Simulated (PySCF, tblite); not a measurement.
# C₈H₂₆Si₇: electronic excitations, NMR shifts, part 2 of 2

tblite 0.8.0 and PySCF 2.14.0. Atoms count from 0.

## 5. NMR shifts: GIAO KT3/pcSseg-1

Job settings and geometry (Å):

```
{"job": {"kind": "nmr", "basis": "pcSseg-1", "pop": false, "xc": "KT3"}, "charge": 0, "multiplicity": 1}
C     -3.420226     0.165391     1.652644
Si    -3.337900     0.120555    -0.250875
C     -3.282230     1.896076    -0.927868
Si    -3.278779     1.893816     2.424095
C      4.533870    -0.843594    -0.828922
C      1.399922    -0.807786    -0.827147
C      2.996720    -3.504480    -0.830603
C     -1.746619    -0.765909    -0.795584
Si     2.977906     0.104602    -0.291476
Si     4.584810    -2.647920    -0.249272
Si    -0.159090     0.092824    -0.201809
Si     1.397883    -2.630936    -0.293018
C     -0.209607     1.896742    -0.795543
C     -1.852515     2.880589     1.652605
Si    -1.772358     2.831688    -0.250806
H     -4.354082    -0.279662     1.989765
H     -2.627534    -0.467089     2.048236
H     -4.518021    -0.591642    -0.796811
H     -3.250060     1.876972    -2.014955
H     -4.194557     2.422166    -0.655795
H     -4.541076     2.622652     2.206887
H     -3.082276     1.780217     3.881702
H      4.609940    -0.816288    -1.915673
H      5.411334    -0.318825    -0.455441
H      1.376837    -0.793708    -1.920116
H      3.012088    -3.582948    -1.917359
H      2.980323    -4.527120    -0.458273
H     -1.736608    -0.834439    -1.882317
H     -1.758106    -1.789739    -0.429017
H      2.987802     0.266687     1.170911
H      3.034318     1.448376    -0.899607
H      5.761074    -3.326953    -0.823766
H      4.690732    -2.710013     1.215030
H     -0.106409     0.061854     1.276552
H      0.262620    -3.350460    -0.902240
H      1.261499    -2.721849     1.168985
H     -0.145082     1.922048    -1.882117
H      0.671505     2.418032    -0.429197
H     -1.933981     3.911764     1.990110
H     -0.908391     2.510304     2.048140
H     -1.745750     4.209196    -0.796843
```

Level: GIAO KT3/pcSseg-1 NMR shielding, non-relativistic, gas phase.

What it wrote:

```text
start: PBE on a coarse grid of 34206 points
cycle   1  E = -2344.9620441840  dE =  9.162e-01  |g| = 1.255e+00  |ddm| = 6.148e+00
cycle   2  E = -2344.2543368430  dE =  7.077e-01  |g| = 1.982e+00  |ddm| = 3.294e+00
cycle   3  E = -2345.3489977113  dE = -1.095e+00  |g| = 2.081e-01  |ddm| = 2.484e+00
cycle   4  E = -2345.3626131173  dE = -1.362e-02  |g| = 6.093e-02  |ddm| = 4.361e-01
cycle   5  E = -2345.3634681290  dE = -8.550e-04  |g| = 2.874e-02  |ddm| = 1.066e-01
cycle   6  E = -2345.3636838153  dE = -2.157e-04  |g| = 8.259e-03  |ddm| = 3.944e-02
final grid: 280711 points
cycle   7  E = -2368.3954939061  dE = -5.878e-02  |g| = 3.174e-01  |ddm| = 7.338e-01
cycle   8  E = -2368.3991023118  dE = -3.608e-03  |g| = 1.543e-01  |ddm| = 2.809e-01
cycle   9  E = -2368.4006364167  dE = -1.534e-03  |g| = 3.189e-02  |ddm| = 1.368e-01
cycle  10  E = -2368.4009316695  dE = -2.953e-04  |g| = 6.686e-03  |ddm| = 4.503e-02
cycle  11  E = -2368.4009430552  dE = -1.139e-05  |g| = 1.461e-03  |ddm| = 9.179e-03
cycle  12  E = -2368.4009424897  dE =  5.655e-07  |g| = 3.404e-04  |ddm| = 2.322e-03
cycle  13  E = -2368.4009437299  dE = -1.240e-06  |g| = 1.591e-04  |ddm| = 8.269e-04
cycle  14  E = -2368.4009424499  dE =  1.280e-06  |g| = 2.678e-05  |ddm| = 2.544e-04
converged SCF energy = -2368.4009424499

GIAO shielding tensors (ppm)
atom      isotropic    diamagn.    paramagn.     s11        s22        s33       span
  0 C      192.472     258.739     -66.268    185.689    190.463    201.263     15.574
  1 Si     384.204     884.877    -500.673    359.078    391.776    401.758     42.680
  2 C      188.170     260.931     -72.761    179.696    186.799    198.015     18.318
  3 Si     411.113     881.922    -470.809    382.513    404.308    446.519     64.007
  4 C      190.933     256.956     -66.022    182.830    187.858    202.112     19.282
  5 C      186.343     269.526     -83.182    177.062    183.274    198.693     21.631
  6 C      190.963     256.958     -65.994    182.861    187.887    202.142     19.281
  7 C      181.521     263.233     -81.712    173.856    181.583    189.126     15.270
  8 Si     407.836     886.960    -479.124    372.043    404.617    446.848     74.805
  9 Si     405.761     880.092    -474.330    378.696    395.818    442.770     64.074
 10 Si     385.772     890.290    -504.518    345.645    401.618    410.054     64.409
 11 Si     407.889     886.965    -479.076    372.084    404.683    446.902     74.818
 12 C      181.571     263.220     -81.648    173.890    181.632    189.193     15.303
 13 C      192.477     258.744     -66.267    185.705    190.464    201.262     15.557
 14 Si     384.309     884.880    -500.571    359.175    391.921    401.831     42.656
 15 H       31.670      28.325       3.345     26.219     28.127     40.664     14.445
 16 H       31.803      37.869      -6.066     27.016     30.864     37.528     10.512
 17 H       26.663      30.538      -3.875     23.247     23.777     32.966      9.719
 18 H       32.105      33.860      -1.755     27.681     29.205     39.430     11.750
 19 H       31.750      29.773       1.977     27.069     28.763     39.419     12.351
 20 H       27.572      27.532       0.041     24.470     24.937     33.310      8.839
 21 H       27.240      27.195       0.045     23.445     24.781     33.494     10.049
 22 H       31.843      31.542       0.301     27.943     29.352     38.234     10.291
 23 H       31.937      27.859       4.077     26.519     28.591     40.701     14.182
 24 H       32.177      40.099      -7.922     27.832     31.704     36.996      9.164
 25 H       31.845      31.545       0.300     27.945     29.351     38.238     10.293
 26 H       31.938      27.861       4.078     26.518     28.592     40.705     14.186
 27 H       31.975      37.568      -5.593     27.390     30.619     37.917     10.527
 28 H       31.535      37.717      -6.183     25.456     30.899     38.248     12.792
 29 H       27.576      34.554      -6.978     23.636     27.816     31.275      7.639
 30 H       27.048      34.154      -7.106     21.393     28.306     31.445     10.052
 31 H       27.104      25.436       1.669     22.920     24.776     33.616     10.697
 32 H       27.502      28.097      -0.595     25.035     25.135     32.336      7.302
 33 H       27.328      39.076     -11.748     23.478     28.171     30.333      6.854
 34 H       27.052      34.162      -7.110     21.395     28.310     31.450     10.055
 35 H       27.579      34.560      -6.981     23.639     27.819     31.280      7.641
 36 H       31.980      37.570      -5.590     27.392     30.621     37.926     10.534
 37 H       31.541      37.719      -6.178     25.461     30.903     38.259     12.798
 38 H       31.670      28.321       3.349     26.219     28.127     40.665     14.446
 39 H       31.804      37.866      -6.062     27.015     30.866     37.531     10.516
 40 H       26.669      30.541      -3.871     23.252     23.781     32.974      9.722
```

Wall time 85 s (1 thread of Arm Neoverse N1, shared host); peak memory 0.59 GiB.

Shifts follow as δ = σ(reference) − σ, with reference shieldings (ppm) from runs at the same level and on the same kind of geometry: ¹H TMS 31.76, ¹³C TMS 184.7, ²⁹Si TMS 361.7. The references are single molecules in the gas phase. Atoms listed in one row are averaged.

| atoms | environment | σ (ppm) | δ (ppm) |
| --- | --- | --- | --- |
| C7, C12 | carbon bonded to 2 Si, 2 H | 181.5 | 3.2 |
| C5 | carbon bonded to 3 Si, H | 186.3 | -1.6 |
| C2 | carbon bonded to 2 Si, 2 H | 188.2 | -3.4 |
| C4, C6 | carbon bonded to 2 Si, 2 H | 190.9 | -6.2 |
| C0, C13 | carbon bonded to 2 Si, 2 H | 192.5 | -7.8 |
| H17, H40 | hydrogen on a silicon bonded to 3 C | 26.67 | 5.09 |
| H30, H34 | hydrogen on a silicon bonded to 2 C | 27.05 | 4.71 |
| H31 | hydrogen on a silicon bonded to 2 C | 27.10 | 4.66 |
| H21 | hydrogen on a silicon bonded to 2 C | 27.24 | 4.52 |
| H33 | hydrogen on a silicon bonded to 3 C | 27.33 | 4.43 |
| H32 | hydrogen on a silicon bonded to 2 C | 27.50 | 4.26 |
| H20 | hydrogen on a silicon bonded to 2 C | 27.57 | 4.19 |
| H29, H35 | hydrogen on a silicon bonded to 2 C | 27.58 | 4.18 |
| H28, H37 | hydrogen on a carbon bonded to 2 Si | 31.54 | 0.22 |
| H15, H38 | hydrogen on a carbon bonded to 2 Si | 31.67 | 0.09 |
| H19 | hydrogen on a carbon bonded to 2 Si | 31.75 | 0.01 |
| H16, H39 | hydrogen on a carbon bonded to 2 Si | 31.80 | -0.04 |
| H22, H25 | hydrogen on a carbon bonded to 2 Si | 31.84 | -0.08 |
| H23, H26 | hydrogen on a carbon bonded to 2 Si | 31.94 | -0.18 |
| H27, H36 | hydrogen on a carbon bonded to 2 Si | 31.98 | -0.22 |
| H18 | hydrogen on a carbon bonded to 2 Si | 32.11 | -0.35 |
| H24 | hydrogen on a carbon bonded to 3 Si | 32.18 | -0.42 |
| Si1, Si14 | silicon bonded to 3 C, H | 384.3 | -22.6 |
| Si10 | silicon bonded to 3 C, H | 385.8 | -24.1 |
| Si9 | silicon bonded to 2 C, 2 H | 405.8 | -44.1 |
| Si8, Si11 | silicon bonded to 2 C, 2 H | 407.9 | -46.2 |
| Si3 | silicon bonded to 2 C, 2 H | 411.1 | -49.4 |

Ring of atoms C0, Si1, C2, Si3, C13, Si14: NICS(0) -1.8, NICS(1) -2.0, NICS(1)zz 1.3 ppm (means of both faces).

Ring of atoms Si1, C2, C7, Si10, C12, Si14: NICS(0) -2.1, NICS(1) -1.9, NICS(1)zz 3.5 ppm (means of both faces).

Ring of atoms C4, C5, C6, Si8, Si9, Si11: NICS(0) -1.6, NICS(1) -1.5, NICS(1)zz 5.3 ppm (means of both faces).

## 6. Outcome

This closing draws on all 2 parts.

```
                                                               quantity                                                                                               value
                              strongest single infrared mode (GFN2-xTB)                                                                               2154 cm⁻¹, 814 km/mol
                                           zero-point energy (GFN2-xTB)                                                                                      187.0 kcal/mol
                                         lowest singlet (PBE0/def2-SVP)                                                                         7.15 eV (173 nm), f = 0.011
                               brightest single state of those computed                                                                         state 6, 7.46 eV, f = 0.123
                                                         lowest triplet                                                                                             6.89 eV
                                  surface potential, 1st and 99th percentile                                                                                  -0.23 V and 0.90 V
 ¹³C shifts against TMS (KT3/pcSseg-1, means over atoms taken as alike)                                                                     3.2, -1.6, -3.4, -6.2, -7.8 ppm
  ¹H shifts against TMS (KT3/pcSseg-1, means over atoms taken as alike)  5.09, 4.71, 4.66, 4.52, 4.43, 4.26, 4.19, 4.18, 0.22, 0.09, 0.01, -0.04, -0.08, -0.18 ppm and more
²⁹Si shifts against TMS (KT3/pcSseg-1, means over atoms taken as alike)                                                               -22.6, -24.1, -44.1, -46.2, -49.4 ppm
```

In words: No mode is imaginary among the 117: a minimum at this level. GFN2-xTB is a fitted tight-binding method: band positions and strengths are rough. Its intensities can rank the bands wrongly. The first singlet state (HOMO→LUMO+1 0.81, HOMO→LUMO 0.12) lies at 7.15 eV and is weak; of the 6 states computed, the strongest absorption comes from states 4 to 6 together at 7.46 eV (the last computed, so partners may be missing). The lowest triplet lies 0.26 eV below the lowest singlet. The basis of PBE0/def2-SVP has no diffuse functions, so Rydberg states are missing and the high states are unreliable. At KT3/pcSseg-1: The widest tensor belongs to Si8, Si11: span 75 ppm, with a paramagnetic part of -479 ppm.
